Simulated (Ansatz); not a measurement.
# AlF2H: the cost of one run

The runs use Ansatz 0.2.0, Gaussian basis; PBE0-D4/def2-TZVP structures, single points in def2-TZVPP, no counterpoise correction.

Levels: SPW92, PBE-D4, BLYP-D4, r2SCAN-D4, B97M-V, PBE0-D4, B3LYP-D4, r2SCAN0-D4, BHLYP-D4, CAM-B3LYP-D4, wB97X-V, wB97M-V, B2PLYP, PBE-QIDH, RPA on PBE, Hartree-Fock, MP2, CCSD, CCSD(T).

Cores are frozen in the correlated methods. B3LYP uses VWN-RPA correlation. B2PLYP carries no dispersion term here.

113 further runs of the same task are left out: 113 set aside as unsound or not needed.

### Step 1. The starting structure

The complex: 8 atoms, charge 0, spin multiplicity 1.

Atoms are counted from 1 here; the program's logs count them from 0.

Bond lengths: Al1–H2 1.626 Å, Al1–F3 1.641 Å, Al1–F4 1.641 Å, Al1–F6 1.886 Å, H5–F6 1.005 Å, H7–F8 0.989 Å. Angles: H2–Al1–F3 114.0°, H2–Al1–F4 114.0°, H2–Al1–F6 95.3°, F3–Al1–F4 121.0°, F3–Al1–F6 103.8°, F4–Al1–F6 103.8°, Al1–F6–H5 106.6°.

As a file:

```xyz
8
charge 0, multiplicity 1
Al   -0.74716   -0.47087   -0.57361
H     0.43845    0.50995   -1.09986
F    -0.53373   -2.04848   -0.97103
F    -2.23850    0.21311   -0.59606
H     0.55949    0.21024    1.29214
F    -0.24384   -0.39115    1.24256
H     1.21477    0.93701   -0.10928
F     1.55062    1.04039    0.81525
```

Its parts: AlHF₂ holds atoms 1, 2, 3, 4; HF holds atoms 5, 6; HF holds atoms 7, 8. Each part counts its atoms afresh in its own runs.

### Step 2. Relaxing AlHF₂ alone

The input, relax-a/in.yaml:

```yaml
crystal:
  periodic: [false, false, false]
  atoms:
    - {symbol: Al, position_ang: [-0.747165, -0.470867, -0.573605]}
    - {symbol: H, position_ang: [0.438452, 0.509950, -1.099856]}
    - {symbol: F, position_ang: [-0.533732, -2.048479, -0.971034]}
    - {symbol: F, position_ang: [-2.238497, 0.213113, -0.596065]}
basis:
  gaussian: {orbitals: def2-TZVP}
hamiltonian: {xc: pbe0, dispersion: d4}
relax: {f_tol: 0.005, max_steps: 200}
```

Launch:

```bash
$ ansatz run in.yaml --threads 4 --pin off --events-out ev --progress --plain --max-ram 9574MiB
```

**Question.** How long does this run take on 4 threads of Intel Xeon 6975P-C, shared host?

About 2.5 s.
